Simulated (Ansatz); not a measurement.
# One shape, several levels: quartet Si2NH5F

Wanted: a comparison of 6 runs (U-r2SCAN0/6-31G*, UB2PLYP/6-31G*, UB3LYP/6-31G*, UPBE/6-31G*, RPA@PBE0/6-31G*, UCCSD(T)/6-31G*) of quartet Si2NH5F. 

The results are computed with Ansatz 0.2.0.

74 further runs of the same task are left out: 74 set aside as unsound or not needed.

### Step 1. The system as given

Si2NH5F has 9 atoms, charge 0, and is taken as a quartet. As SMILES of the parent species, `F[SiH2]N[SiH2]`. The shape is that of a PBE0-D4/def2-TZVP optimisation. This is one conformer, not always the lowest. That shape belongs to the parent species and isn't relaxed for this state.

Bond lengths: F1–Si2 1.600 Å, Si2–N3 1.712 Å, N3–Si4 1.736 Å, Si2–H5 1.480 Å, Si2–H6 1.477 Å, N3–H7 1.012 Å, Si4–H8 1.489 Å, Si4–H9 1.494 Å. Some angles: F1–Si2–N3 112.4°, Si2–N3–Si4 128.4°, F1–Si2–H5 106.1°, F1–Si2–H6 106.9°, N3–Si2–H5 109.2°, N3–Si2–H6 108.5°, Si2–N3–H7 115.7°, Si4–N3–H7 115.2°, N3–Si4–H8 106.6°, N3–Si4–H9 109.5°.

### Step 2. The energy at U-r2SCAN0/6-31G(d) (spherical functions) (run 1)

job.yaml reads:

```yaml
crystal:
  periodic: [false, false, false]
  atoms:
    - {symbol: F, position_ang: [-1.778200, 1.208900, -1.181800]}
    - {symbol: Si, position_ang: [-0.288000, 1.123600, -0.604900]}
    - {symbol: "N", position_ang: [0.241500, -0.491400, -0.403000]}
    - {symbol: Si, position_ang: [0.023600, -1.533600, 0.967900]}
    - {symbol: H, position_ang: [0.576300, 1.799100, -1.598800]}
    - {symbol: H, position_ang: [-0.302800, 1.779800, 0.718800]}
    - {symbol: H, position_ang: [0.600400, -0.942200, -1.234500]}
    - {symbol: H, position_ang: [-0.246300, -0.650000, 2.136200]}
    - {symbol: H, position_ang: [1.261800, -2.340700, 1.182700]}
basis:
  gaussian:
    orbitals: 6-31G_st_-spherical.json
magnetization:
  spin_polarized: true
  initial_magnetization: 3
hamiltonian:
  xc: {name: r2SCAN0}
accuracy: high
output:
  orbitals: {seedname: orbitals}
```

The basis set 6-31G* is read from a file made from the Basis Set Exchange's data (not shown).

Started as:

```console
$ ansatz run job.yaml --threads 1 --pin off --max-ram 3480MiB --events-out events.jsonl --progress --plain --runs-dir runs
```

What it wrote:

```text
Warning: RAYON_NUM_THREADS=1 ignored (pool sized by the plan → 1); use --threads N
Functional definition: r2SCAN0
  name "r2SCAN0"
  parameter a = 0.25
  parameter k0 = 0.174
  parameter k1 = 0.065
  parameter a1 = 4.9479
  exchange = (1 - a)*r2scan_x(k0 = k0, k1 = k1, a1 = a1) + a*exact_x
  correlation = r2scan_c
1685 factors; integrals over basis functions are off by at most 3.8e-9 eV
mean field evaluation 1: about -20023.7384 eV, gradient 4.1e1 eV
mean field evaluation 2: about -20000.5471 eV, gradient 7.4e1 eV
mean field evaluation 4: about -20030.8667 eV, gradient 1.6e1 eV
mean field evaluation 8: about -20032.4748 eV, gradient 7.1e-1 eV
mean field evaluation 16: about -20032.7488 eV, gradient 2.3e-2 eV
mean field evaluation 32: about -20032.7488 eV, gradient 9.7e-7 eV
mean field -20032.74879809 eV, -736.1899396451 hartree, gradient 7.3e-8 eV, S^2 3.758344; 2 other end points of the search recorded, 0 dependent functions left out
reference -20032.74880044 eV, -736.1899397313 hartree; 26, 23 occupied and 48, 51 virtual orbitals, 1685 factors
Total energy: -20032.74880044 eV, -736.1899397313 hartree
```

It took 42 s on 1 thread of Arm Neoverse V2, shared host; peak memory 0.52 GiB.

### Step 3. A single-point energy at UB2PLYP/6-31G(d) (spherical functions) (run 2)

run.yaml reads:

```yaml
crystal:
  periodic: [false, false, false]
  atoms:
    - {symbol: F, position_ang: [-1.778200, 1.208900, -1.181800]}
    - {symbol: Si, position_ang: [-0.288000, 1.123600, -0.604900]}
    - {symbol: N, position_ang: [0.241500, -0.491400, -0.403000]}
    - {symbol: Si, position_ang: [0.023600, -1.533600, 0.967900]}
    - {symbol: H, position_ang: [0.576300, 1.799100, -1.598800]}
    - {symbol: H, position_ang: [-0.302800, 1.779800, 0.718800]}
    - {symbol: H, position_ang: [0.600400, -0.942200, -1.234500]}
    - {symbol: H, position_ang: [-0.246300, -0.650000, 2.136200]}
    - {symbol: H, position_ang: [1.261800, -2.340700, 1.182700]}
basis:
  gaussian: {orbitals: 6-31G_st_-spherical.json}
accuracy: high
magnetization: {spin_polarized: true, initial_magnetization: 3}
correlation: {frozen_orbitals: {F: 1, H: 0, "N": 1, Si: 5}}
output: {orbitals: {seedname: orbitals}}
hamiltonian: {xc: {name: B2PLYP}}
```

The basis set 6-31G* is read from a file made from the Basis Set Exchange's data (not shown).

Started as:

```console
$ ansatz run run.yaml --threads 1 --pin off --max-ram 3480MiB --events-out events.jsonl --progress --plain --runs-dir runs
```

What it wrote (excerpt; [...] marks lines left out):

```text
Warning: RAYON_NUM_THREADS=1 ignored (pool sized by the plan → 1); use --threads N
Functional definition: B2PLYP
  name "B2PLYP"
[...]
1685 factors; integrals over basis functions are off by at most 3.8e-9 eV
[...]
mean field -20021.48266203 eV, -735.7759167813 hartree, gradient 9.6e-8 eV, S^2 3.756113; 4 other end points of the search recorded, 0 dependent functions left out
12 core orbitals not correlated: weight in the atoms' cores, before any rotation towards them, 1.000 or more for the frozen orbitals, at most 0.000 for the correlated occupied ones
reference -20021.48268968 eV, -735.7759177975 hartree; 14, 11 occupied and 48, 51 virtual orbitals, 1685 factors
second order -15.07776179 eV of doubles, -0.00000000 eV of singles
Total energy: -20025.55368537 eV, -735.9255241295 hartree
```

Wall time 26 s (1 thread of Arm Neoverse V2, shared host); peak memory 0.48 GiB.

### Step 4. A single-point energy at UB3LYP/6-31G(d) (spherical functions) (run 3)

in.yaml reads:

```yaml
crystal:
  periodic: [false, false, false]
  atoms:
    - {symbol: F, position_ang: [-1.778200, 1.208900, -1.181800]}
    - {symbol: Si, position_ang: [-0.288000, 1.123600, -0.604900]}
    - {symbol: N, position_ang: [0.241500, -0.491400, -0.403000]}
    - {symbol: Si, position_ang: [0.023600, -1.533600, 0.967900]}
    - {symbol: H, position_ang: [0.576300, 1.799100, -1.598800]}
    - {symbol: H, position_ang: [-0.302800, 1.779800, 0.718800]}
    - {symbol: H, position_ang: [0.600400, -0.942200, -1.234500]}
    - {symbol: H, position_ang: [-0.246300, -0.650000, 2.136200]}
    - {symbol: H, position_ang: [1.261800, -2.340700, 1.182700]}
basis:
  gaussian:
    orbitals: 6-31G_st_-spherical.json
hamiltonian:
  xc: {name: B3LYP}
output: {orbitals: {seedname: orbitals}}
magnetization:
  spin_polarized: true
  initial_magnetization: 3
accuracy: high
```

The basis set 6-31G* is read from a file made from the Basis Set Exchange's data (not shown).

Started as:

```console
$ ansatz run in.yaml --threads 1 --pin off --max-ram 3480MiB --events-out events.jsonl --progress --plain --runs-dir runs
```

What it wrote:

```text
Warning: RAYON_NUM_THREADS=1 ignored (pool sized by the plan → 1); use --threads N
Functional definition: B3LYP
  name "B3LYP"
  parameter a0 = 0.2
  parameter ax = 0.72
  parameter ac = 0.81
  exchange = (1 - a0 - ax)*slater_x + ax*b88_x + a0*exact_x
  correlation = (1 - ac)*vwn_rpa_c + ac*lyp_c
1685 factors; integrals over basis functions are off by at most 3.8e-9 eV
mean field evaluation 1: about -20027.1413 eV, gradient 4.6e1 eV
mean field evaluation 2: about -19985.8974 eV, gradient 9.1e1 eV
mean field evaluation 4: about -20034.2993 eV, gradient 2.4e1 eV
mean field evaluation 8: about -20037.5813 eV, gradient 5.2e-1 eV
mean field evaluation 16: about -20037.7950 eV, gradient 1.4e-2 eV
mean field evaluation 32: about -20037.7950 eV, gradient 9.8e-7 eV
mean field -20037.79496398 eV, -736.3753828212 hartree, gradient 5.0e-8 eV, S^2 3.753886; 5 other end points of the search recorded, 0 dependent functions left out
reference -20037.79500733 eV, -736.3753844142 hartree; 26, 23 occupied and 48, 51 virtual orbitals, 1685 factors
Total energy: -20037.79500733 eV, -736.3753844142 hartree
```

Run time: 22 s. Hardware: 1 thread of Arm Neoverse V2, shared host; peak memory 0.36 GiB.

Runs 4 to 5 aren't shown in full; the table further down has their settings and results.

### Step 5. A single-point energy at UCCSD(T)/6-31G(d) (spherical functions) (run 6)

molecule.yaml reads:

```yaml
crystal:
  periodic: [false, false, false]
  atoms:
    - {symbol: F, position_ang: [-1.778200, 1.208900, -1.181800]}
    - {symbol: Si, position_ang: [-0.288000, 1.123600, -0.604900]}
    - {symbol: N, position_ang: [0.241500, -0.491400, -0.403000]}
    - {symbol: Si, position_ang: [0.023600, -1.533600, 0.967900]}
    - {symbol: H, position_ang: [0.576300, 1.799100, -1.598800]}
    - {symbol: H, position_ang: [-0.302800, 1.779800, 0.718800]}
    - {symbol: H, position_ang: [0.600400, -0.942200, -1.234500]}
    - {symbol: H, position_ang: [-0.246300, -0.650000, 2.136200]}
    - {symbol: H, position_ang: [1.261800, -2.340700, 1.182700]}
basis:
  gaussian:
    orbitals: 6-31G_st_-spherical.json
magnetization:
  spin_polarized: true
  initial_magnetization: 3
correlation:
  method: ccsd_t
  frozen_orbitals: {F: 1, H: 0, "N": 1, Si: 5}
accuracy: high
scf:
  omitted_lower_state_checks: [cluster_reference, increment]
```

The basis set 6-31G* is read from a file made from the Basis Set Exchange's data (not shown).

Started as:

```console
$ ansatz run molecule.yaml --threads 1 --pin off --max-ram 3480MiB --events-out events.jsonl --progress --plain --runs-dir runs
```

What it wrote (excerpt; [...] marks lines left out):

```text
Warning: RAYON_NUM_THREADS=1 ignored (pool sized by the plan → 1); use --threads N
Functional definition: HF
  name "HF"
[...]
1685 factors; integrals over basis functions are off by at most 3.8e-9 eV
[...]
mean field -19985.41940552 eV, -734.4506165492 hartree, gradient 3.2e-8 eV, S^2 3.763266; 5 other end points of the search recorded, 0 dependent functions left out
12 core orbitals not correlated: weight in the atoms' cores, before any rotation towards them, 1.000 or more for the frozen orbitals, at most 0.000 for the correlated occupied ones
reference -19985.41940552 eV, -734.4506165492 hartree; 14, 11 occupied and 48, 51 virtual orbitals, 1685 factors
second order -12.20122245 eV of doubles, -0.00000000 eV of singles
cycle   1  -12.88548375 eV  change   -6.8e-1 eV  update   9.8e-2
[...]
cycle  36  -13.41970663 eV  change   -1.3e-9 eV  update   1.1e-9
perturbative correction -0.30213760 eV, -0.0111033520 hartree
Total energy: -19999.14124975 eV, -734.9548850236 hartree
Checks for a lower state left out: cluster_reference, increment
```

Run time: 51 s. Hardware: 1 thread of Arm Neoverse V2, shared host; peak memory 0.56 GiB.

### Step 6. All runs side by side

```csv
run,level,frozen core orbitals,energy (Eh),HOMO energy (eV),⟨S²⟩,wall time
1,U-r2SCAN0/6-31G* (spherical functions),–,-736.189940,-2.15,3.758,42 s
2,UB2PLYP/6-31G* (spherical functions),12,-735.925524,-2.30,3.756,26 s
3,UB3LYP/6-31G* (spherical functions),–,-736.375384,-1.77,3.754,22 s
4,UPBE/6-31G* (spherical functions),–,-735.868001,-1.34,3.753,18 s
5,RPA@PBE0/6-31G* (spherical functions),12,-735.115649,–,3.755,32 s
6,UCCSD(T)/6-31G* (spherical functions),12,-734.954885,–,3.763,51 s
```

### Step 7. Summary of results

```
                                           quantity          value
                                run 6: total energy  -734.95489 Eh
run 6: correlation energy (12 core orbitals frozen)     -504.3 mEh
                              run 6: (T) correction     -11.10 mEh
           run 6: ⟨S²⟩ of the reference determinant          3.763
                               run 6: T1 diagnostic          0.021
```

What this shows: Totals of different functionals can't be ranked against each other. All runs together took 3.2 min, the longest 51 s.
